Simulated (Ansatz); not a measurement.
**CrAu4: further runs on the relaxed cell**

One table from this session's results is given with a row withheld; the runs are named, their logs left out.

Program: Ansatz 0.2.0. Level of theory: DFT r2SCAN, scalar-relativistic, plane waves, PAW. These are calculated values, not measurements.

1 further run of the same task is left out (set aside as unsound or not needed). Runs told in other sessions of the task aren't counted.

## Starting point

It takes space group I4/m (No. 87, tetragonal). Conventional cell: a = 6.478 Å, b = 6.478 Å, c = 4.080 Å, α = 90.00°, β = 90.00°, γ = 90.00°. Cr (site symmetry 4/m) is surrounded by 12 Au at 2.88 to 2.89 Å. Au (site symmetry m) has 9 Au at 2.86 to 2.94 Å and 3 Cr at 2.88 to 2.89 Å in its first shell of neighbours.

As a file:

```cif
data_structure
_symmetry_space_group_name_H-M 'P 1'
_symmetry_Int_Tables_number 1
_cell_length_a 5.0147
_cell_length_b 5.0147
_cell_length_c 5.0147
_cell_angle_alpha 99.526
_cell_angle_beta 99.526
_cell_angle_gamma 131.991
_cell_volume 85.62
loop_
_atom_site_label
_atom_site_type_symbol
_atom_site_fract_x
_atom_site_fract_y
_atom_site_fract_z
_atom_site_occupancy
Cr1 Cr 0.00000 0.00000 0.00000 1
Au1 Au 0.60214 0.20296 0.80510 1
Au2 Au 0.39786 0.79704 0.19490 1
Au3 Au 0.20296 0.39786 0.60082 1
Au4 Au 0.79704 0.60214 0.39918 1
```

It goes back to an entry of the Materials Project, which need not be the stable form.

It is the result of an earlier relaxation at this level (volume 17.12 Å³/atom; gap on the mesh: none (metal), site moments up to 3.8 μB).

The first run:

The input, input.yaml:

```yaml
crystal:
  lattice:
    - [-3.2065192454, 3.2065192454, 2.0193904589]
    - [3.2065192454, -3.2065192454, 2.0193904589]
    - [3.2065192454, 3.2065192454, -2.0193904589]
  atoms:
    - { symbol: Cr, position: [0.0, 0.0, 0.0], spin: 4.18 }
    - { symbol: Au, position: [0.6021391085, 0.2029561253, 0.8050952338] }
    - { symbol: Au, position: [0.3978608915, 0.7970438747, 0.1949047662] }
    - { symbol: Au, position: [0.2029561253, 0.3978608915, 0.6008170168] }
    - { symbol: Au, position: [0.7970438747, 0.6021391085, 0.3991829832] }
basis:
  ecutwfc: 500
kpoints:
  mp_grid: { grid: [10, 10, 10] }
hamiltonian:
  xc: r2scan
scf:
  occupations: { method: gaussian, width: 0.1 }
output:
  forces: true
  stress: true
  eigenvalues: true
  populations: true
magnetization:
  spin_polarized: true
relax:
  adjacent_minimum: "off"
  f_tol: 0.01
  max_steps: 30
  cell: { stress_tol: 0.1, fix: [volume] }
```

Run with:

```bash
$ ansatz run input.yaml --threads 2 --pin off --max-ram 5120MiB --backend cpu --events-out ev --progress --plain --runs-dir out
```

Among the steps run: The cell scaled to 0.97 of its volume; The cell scaled to 1.03 of its volume; The cell scaled to 0.94 of its volume; Volume × 1.06; Point at V/V0 = 0.91.

One table of the session follows, with a row left open; its other results are not shown here.

It belongs to the step «Energy against volume». 

```
volume (Å³/atom)  energy above the lowest point (meV/atom)  pressure (GPa)  largest moment (μB)
          15.583                                      74.0           17.06                 3.62
          16.097                                      30.7           10.22                 3.68
          16.610                                       7.2            4.62                 3.74
          17.124                                       0.0            0.01                 3.80
          17.638                                         ?               ?                    ?
          18.151                                      23.4           -6.87                 3.89
```

**Question.** Estimate the row for volume (Å³/atom) = 17.638.

Worked estimate for «energy above the lowest point (meV/atom)». A straight line through the neighbours (17.124, 0.0) and (18.151, 23.4) gives 0.0 + (23.4 − 0.0) × (17.638 − 17.124) / (18.151 − 17.124) = 11.7; a parabola fitted to 3 rows on both sides gives 5.4.

The run gave: energy above the lowest point (meV/atom): 6.2; pressure (GPa): -3.78; largest moment (μB): 3.85. In «energy above the lowest point (meV/atom)» the line misses by +5.5 and the parabola by -0.8.

To keep in mind: Other magnetic orders or occupations could lie lower; they were not searched in full.
